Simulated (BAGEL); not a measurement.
**CH6MgOSi (SMILES [CH3][Mg][O][SiH3]): B3LYP/cc-pVDZ (density fitting with qzvpp-jkfit)**

Aim: the energy change on altering one bond length of CH6MgOSi at B3LYP/cc-pVDZ (density fitting with qzvpp-jkfit), from 2 runs. 

Program for the calculation: BAGEL 1.2.2.

34 further runs of the same task are left out: 1 that didn't finish, 33 set aside as unsound or not needed.

**1. The molecule**

The species is CH6MgOSi (10 atoms), meant as a singlet with charge 0. SMILES: `[CH3][Mg][O][SiH3]`. The coordinates come from a PBE0-D4/def2-TZVP relaxation.

Bond lengths: C1–Mg2 2.069 Å, Mg2–O3 1.799 Å, O3–Si4 1.610 Å, C1–H5 1.094 Å, C1–H6 1.094 Å, C1–H7 1.094 Å, Si4–H8 1.494 Å, Si4–H9 1.494 Å, Si4–H10 1.493 Å. Some angles: C1–Mg2–O3 179.9°, Mg2–O3–Si4 179.9°, Mg2–C1–H5 111.5°, Mg2–C1–H6 111.5°, Mg2–C1–H7 111.5°, O3–Si4–H8 111.6°, O3–Si4–H9 111.6°, O3–Si4–H10 111.6°, H5–C1–H6 107.4°, H5–C1–H7 107.4°.

**2. A single-point energy at B3LYP/cc-pVDZ (density fitting with qzvpp-jkfit)**

The input, input.json:

```json
{ "bagel" : [

{
  "title" : "molecule",
  "basis" : "cc-pvdz.json",
  "df_basis" : "qzvpp-jkfit",
  "angstrom" : "true",
  "geometry" : [
    { "atom" : "C", "xyz" : [   -0.546800,    2.432300,   -1.324800 ] },
    { "atom" : "Mg", "xyz" : [   -0.141100,    0.649700,   -0.356200 ] },
    { "atom" : "O", "xyz" : [    0.213300,   -0.900300,    0.486200 ] },
    { "atom" : "Si", "xyz" : [    0.527900,   -2.286900,    1.240900 ] },
    { "atom" : "H", "xyz" : [    0.037600,    2.531000,   -2.244300 ] },
    { "atom" : "H", "xyz" : [   -0.310600,    3.294200,   -0.694000 ] },
    { "atom" : "H", "xyz" : [   -1.602800,    2.508500,   -1.599500 ] },
    { "atom" : "H", "xyz" : [    1.988900,   -2.448800,    1.505400 ] },
    { "atom" : "H", "xyz" : [   -0.173400,   -2.367000,    2.557200 ] },
    { "atom" : "H", "xyz" : [    0.090200,   -3.463800,    0.432300 ] }
  ]
},
{ "title" : "ks", "xc_func" : "b3lyp" },
{ "title" : "print", "file" : "orbitals.molden", "orbitals" : "true" }

]}
```

The basis set cc-pVDZ is read from a file made from the Basis Set Exchange's data (not shown).

On the command line:

```bash
$ BAGEL_NUM_THREADS=1 BAGEL input.json > input.out
```

The log of the run:

```text
* using 1 threads per process

  ===============================================================
  ===============================================================

  *** Geometry ***

  { "atom" : "C", "xyz" : [     -1.033302,      4.596381,     -2.503509 ] },
  { "atom" : "Mg", "xyz" : [     -0.266640,      1.227755,     -0.673120 ] },
  { "atom" : "O", "xyz" : [      0.403079,     -1.701320,      0.918785 ] },
  { "atom" : "Si", "xyz" : [      0.997586,     -4.321615,      2.344961 ] },
  { "atom" : "H", "xyz" : [      0.071054,      4.782897,     -4.241112 ] },
  { "atom" : "H", "xyz" : [     -0.586949,      6.225136,     -1.311470 ] },
  { "atom" : "H", "xyz" : [     -3.028853,      4.740378,     -3.022617 ] },
  { "atom" : "H", "xyz" : [      3.758476,     -4.627561,      2.844794 ] },
  { "atom" : "H", "xyz" : [     -0.327679,     -4.472982,      4.832408 ] },
  { "atom" : "H", "xyz" : [      0.170453,     -6.545633,      0.816929 ] },

  Number of auxiliary basis functions:      500

  Since a DF basis is specified, we compute 2- and 3-index integrals:
    o Being stored without compression. Storage requirement is 0.035 GB

  Number of basis functions:       94
  Number of electrons      :       46

    * METHOD: MOLECULE                             0.34

  *** Kohn-Sham DFT ***

    * Removing 16729 points whose weight is below 1.00e-10
    * Grid points: 132331

  === Nuclear Repulsion ===
   174.8697745296

       - DIIS with orbital gradients will be used.

  === KS iteration (b3lyp / cc-pvdz.json) ===
      0       -544.16253971          0.13911140           0.66
      1       -417.74099466          0.13635091           0.86
      2       -431.16860377          0.11165884           0.91
      3       -572.95904120          0.10324930           0.88
      4       -604.52532128          0.04541188           0.91
      5       -602.89796565          0.06101785           0.94
      6       -604.64743903          0.04111847           0.91
      7       -606.40237988          0.01543443           0.71
      8       -606.61431382          0.00332513           0.69
      9       -606.62000580          0.00143334           0.83
     10       -606.62062006          0.00113697           0.92
     11       -606.62165786          0.00007138           0.96
     12       -606.62166152          0.00002006           0.92
     13       -606.62166170          0.00001144           0.81
     14       -606.62166180          0.00000144           0.65
     15       -606.62166180          0.00000024           0.67
     16       -606.62166180          0.00000004           0.71
     17       -606.62166180          0.00000001           0.85
     18       -606.62166180          0.00000000           0.84
    * SCF iteration converged.

    * Permanent dipole moment:
           (    0.163743,    -0.713057,     0.387783) a.u.

    * METHOD: KS                                  16.81

    * METHOD: PRINT                                0.03

  ===============================================================
```

Run time: 18 s. Hardware: 1 thread of Intel Xeon Platinum 8488C (Sapphire Rapids), shared host; peak memory 0.56 GiB.

**3. The distorted shape, same level**

The input, dft.json:

```json
{ "bagel": [

{
  "title": "molecule",
  "basis": "cc-pvdz.json",
  "df_basis": "qzvpp-jkfit",
  "angstrom": true,
  "geometry": [
    { "atom": "C", "xyz": [      -0.018803,       2.394200,      -1.187451 ] },
    { "atom": "Mg", "xyz": [       0.386897,       0.611600,      -0.218851 ] },
    { "atom": "O", "xyz": [       0.741297,      -0.938400,       0.623549 ] },
    { "atom": "Si", "xyz": [       1.055897,      -2.325000,       1.378249 ] },
    { "atom": "H", "xyz": [       0.565597,       2.492900,      -2.106951 ] },
    { "atom": "H", "xyz": [       0.217397,       3.256100,      -0.556651 ] },
    { "atom": "H", "xyz": [      -1.602800,       2.508500,      -1.599500 ] },
    { "atom": "H", "xyz": [       2.516897,      -2.486900,       1.642749 ] },
    { "atom": "H", "xyz": [       0.354597,      -2.405100,       2.694549 ] },
    { "atom": "H", "xyz": [       0.618197,      -3.501900,       0.569649 ] }
  ]
},

{
  "title": "ks",
  "xc_func": "b3lyp",
  "charge": 0
},

{
  "title": "print",
  "file": "orbitals.molden",
  "orbitals": true
}

]}
```

The basis set cc-pVDZ is read from a file made from the Basis Set Exchange's data (not shown).

On the command line:

```bash
$ BAGEL_NUM_THREADS=1 BAGEL dft.json > dft.out
```

The log of the run:

```text
* using 1 threads per process

  ===============================================================
  ===============================================================

  *** Geometry ***

  { "atom" : "C", "xyz" : [     -0.035533,      4.524382,     -2.243957 ] },
  { "atom" : "Mg", "xyz" : [      0.731129,      1.155756,     -0.413568 ] },
  { "atom" : "O", "xyz" : [      1.400848,     -1.773319,      1.178337 ] },
  { "atom" : "Si", "xyz" : [      1.995356,     -4.393613,      2.604513 ] },
  { "atom" : "H", "xyz" : [      1.068823,      4.710898,     -3.981560 ] },
  { "atom" : "H", "xyz" : [      0.410821,      6.153137,     -1.051918 ] },
  { "atom" : "H", "xyz" : [     -3.028853,      4.740378,     -3.022617 ] },
  { "atom" : "H", "xyz" : [      4.756246,     -4.699560,      3.104346 ] },
  { "atom" : "H", "xyz" : [      0.670091,     -4.544980,      5.091960 ] },
  { "atom" : "H", "xyz" : [      1.168223,     -6.617632,      1.076481 ] },

  Number of auxiliary basis functions:      500

  Since a DF basis is specified, we compute 2- and 3-index integrals:
    o Being stored without compression. Storage requirement is 0.035 GB

  Number of basis functions:       94
  Number of electrons      :       46

    * METHOD: MOLECULE                             0.39

  *** Kohn-Sham DFT ***

    * Removing 16170 points whose weight is below 1.00e-10
    * Grid points: 132890

  === Nuclear Repulsion ===
   173.3264881078

       - DIIS with orbital gradients will be used.

  === KS iteration (b3lyp / cc-pvdz.json) ===
      0       -544.90767340          0.13872411           0.72
      1       -420.27256768          0.13983083           0.91
      2       -432.44404306          0.11175552           0.90
      3       -571.70594562          0.09457616           0.87
      4       -604.10836192          0.04762650           0.78
      5       -583.81693520          0.06212069           0.62
      6       -604.91474293          0.04566103           0.68
      7       -605.89486825          0.02607141           0.83
      8       -606.46733409          0.00964779           0.83
      9       -606.49575467          0.00831073           0.85
     10       -606.53901002          0.00388531           0.79
     11       -606.55130431          0.00060012           0.79
     12       -606.55159056          0.00010477           0.80
     13       -606.55159733          0.00001804           0.61
     14       -606.55159753          0.00000562           0.72
     15       -606.55159755          0.00000213           0.87
     16       -606.55159755          0.00000068           0.90
     17       -606.55159755          0.00000016           0.88
     18       -606.55159755          0.00000010           0.79
     19       -606.55159755          0.00000001           0.60
     20       -606.55159755          0.00000001           0.60
    * SCF iteration converged.

    * Permanent dipole moment:
           (   -0.096728,    -0.651000,     0.298706) a.u.

    * METHOD: KS                                  17.46

    * METHOD: PRINT                                0.02

  ===============================================================
```

It took 18 s on 1 thread of Intel Xeon Platinum 8488C (Sapphire Rapids), shared host; peak memory 0.57 GiB.

**4. Summary of results**

Level: B3LYP/cc-pVDZ (density fitting with qzvpp-jkfit).

| quantity | value |
| --- | --- |
| first shape: total energy | -606.62166 Eh |
| first shape: dipole moment | 2.10 D |
| first shape: HOMO energy | -7.25 eV |
| first shape: LUMO energy | -1.15 eV |
| first shape: HOMO–LUMO gap | 6.09 eV |
| distorted shape: total energy | -606.55160 Eh |
| distorted shape: dipole moment | 1.84 D |
| distorted shape: HOMO energy | -7.30 eV |
| distorted shape: LUMO energy | -1.48 eV |
| distorted shape: HOMO–LUMO gap | 5.82 eV |
| energy change with the C1–H7 bond stretched from 1.094 to 1.641 Å | 1.907 eV |

**Reading.** With the C1–H7 bond stretched from 1.094 to 1.641 Å the energy rises by 1.91 eV (184 kJ/mol). The first shape isn't relaxed at this level, so the change isn't measured from a minimum.
